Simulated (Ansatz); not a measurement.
**Cl₂H₄SiSn: up Jacob's ladder to CCSD(T)**

One table from this session's results is given with a row withheld; the runs are named, their logs left out.

Program: Ansatz 0.2.0, Gaussian basis. Level of theory: functionals in def2-TZVPP, the program's frozen cores in correlated methods. These are calculated values, not measurements.

Plan: LDA (SPW92), PBE-D4, revPBE-D4, BLYP-D4, r2SCAN-D4, B97M-V, PBE0-D4, B3LYP-D4, r2SCANh-D4, r2SCAN0-D4, HSE06-D4, BHLYP-D4, CAM-B3LYP-D4, LC-ωPBE, ωB97X-V, ωB97M-V, B2PLYP, PBE-QIDH; CCSD(T)/def2-SVP; CCSD(T)/def2-TZVPP; MP2/def2-QZVPP; extrapolation to the limit; RPA on PBE.

**Structure used throughout**

An earlier PBE0-D4 in a triple-zeta def2 set relaxation fixed the geometry. Sn takes the def2 core potential; no spin-orbit term is included.

SMILES `[SiH3][SnH]([Cl])[Cl]`, 8 atoms, charge 0, spin multiplicity 1.

Atoms are counted from 1 here; the program's logs count them from 0.

Bond lengths: Si1–Sn2 2.561 Å, Si1–H5 1.483 Å, Si1–H6 1.483 Å, Si1–H7 1.481 Å, Sn2–Cl3 2.332 Å, Sn2–Cl4 2.332 Å, Sn2–H8 1.703 Å. Angles: Sn2–Si1–H5 108.5°, Sn2–Si1–H6 108.5°, Sn2–Si1–H7 107.1°, H5–Si1–H6 110.5°, H5–Si1–H7 111.1°, H6–Si1–H7 111.0°, Si1–Sn2–Cl3 107.6°, Si1–Sn2–Cl4 107.6°, Si1–Sn2–H8 123.2°, Cl3–Sn2–Cl4 105.7°, Cl3–Sn2–H8 105.8°, Cl4–Sn2–H8 105.8°.

As a file:

```
Si   -0.41401    1.32431   -0.16889
Sn    0.17507   -1.13032    0.26393
Cl    2.33313   -1.19308    1.14437
Cl    0.30637   -2.19937   -1.80396
H    -0.41725    2.04329    1.12854
H    -1.75538    1.38230   -0.79949
H     0.62401    1.86730   -1.07555
H    -0.75984   -2.15153    1.25515
```

Set-up of the first run:

The input, in.yaml:

```yaml
crystal:
  periodic: [false, false, false]
  atoms:
    - {symbol: Si, position_ang: [-0.414005, 1.324309, -0.168892]}
    - {symbol: Sn, position_ang: [0.175070, -1.130316, 0.263935]}
    - {symbol: Cl, position_ang: [2.333130, -1.193084, 1.144368]}
    - {symbol: Cl, position_ang: [0.306368, -2.199369, -1.803962]}
    - {symbol: H, position_ang: [-0.417249, 2.043287, 1.128537]}
    - {symbol: H, position_ang: [-1.755379, 1.382303, -0.799487]}
    - {symbol: H, position_ang: [0.624005, 1.867302, -1.075550]}
    - {symbol: H, position_ang: [-0.759839, -2.151531, 1.255151]}
basis:
  gaussian: {orbitals: def2-TZVPP}
hamiltonian: {xc: lda}
output: {orbitals: {seedname: orbitals}}
```

Run with:

```bash
$ ansatz run in.yaml --threads 4 --pin off --events-out ev --progress --plain --max-ram 10444MiB
```

Steps of the session up to this table: LDA; PBE-D4 (GGA); revPBE-D4 (GGA); BLYP-D4 (GGA); r2SCAN-D4 (meta-GGA); B97M-V (meta-GGA); PBE0-D4 (hybrid); B3LYP-D4 (hybrid); r2SCANh-D4 (hybrid); r2SCAN0-D4 (hybrid); HSE06-D4 (hybrid); BHLYP-D4 (hybrid); CAM-B3LYP-D4 (range-separated); LC-ωPBE (range-separated); ωB97X-V (range-separated); ωB97M-V (range-separated); B2PLYP (double hybrid); PBE-QIDH (double hybrid).

One table of the session follows, with a row left open; its other results are not shown here.

It belongs to the step «Frontier levels by functional». 

| functional | HOMO (eV) | LUMO (eV) | gap (eV) |
| --- | --- | --- | --- |
| LDA (SPW92) | -7.19 | -2.56 | 4.62 |
| PBE-D4 | -7.08 | -2.30 | 4.78 |
| revPBE-D4 | -7.04 | -2.21 | 4.83 |
| BLYP-D4 | -6.93 | -2.22 | 4.70 |
| r2SCAN-D4 | -7.39 | -2.05 | 5.34 |
| B97M-V | -7.52 | -2.05 | 5.47 |
| PBE0-D4 | -8.28 | -1.42 | 6.86 |
| B3LYP-D4 | -8.05 | -1.69 | 6.36 |
| r2SCANh-D4 | -7.83 | -1.74 | 6.09 |
| r2SCAN0-D4 | -8.47 | -1.27 | 7.20 |
| HSE06-D4 | -7.88 | -1.79 | 6.10 |
| BHLYP-D4 | -9.31 | -0.47 | 8.84 |
| CAM-B3LYP-D4 | -9.52 | -0.43 | 9.09 |
| LC-ωPBE | ? | ? | ? |
| ωB97X-V | -10.50 | 0.64 | 11.14 |
| ωB97M-V | -10.30 | 0.44 | 10.74 |

Estimate the missing values for LC-ωPBE.

As computed: HOMO (eV): -10.83; LUMO (eV): 0.74; gap (eV): 11.58. In the column «HOMO (eV)» it is the lowest.
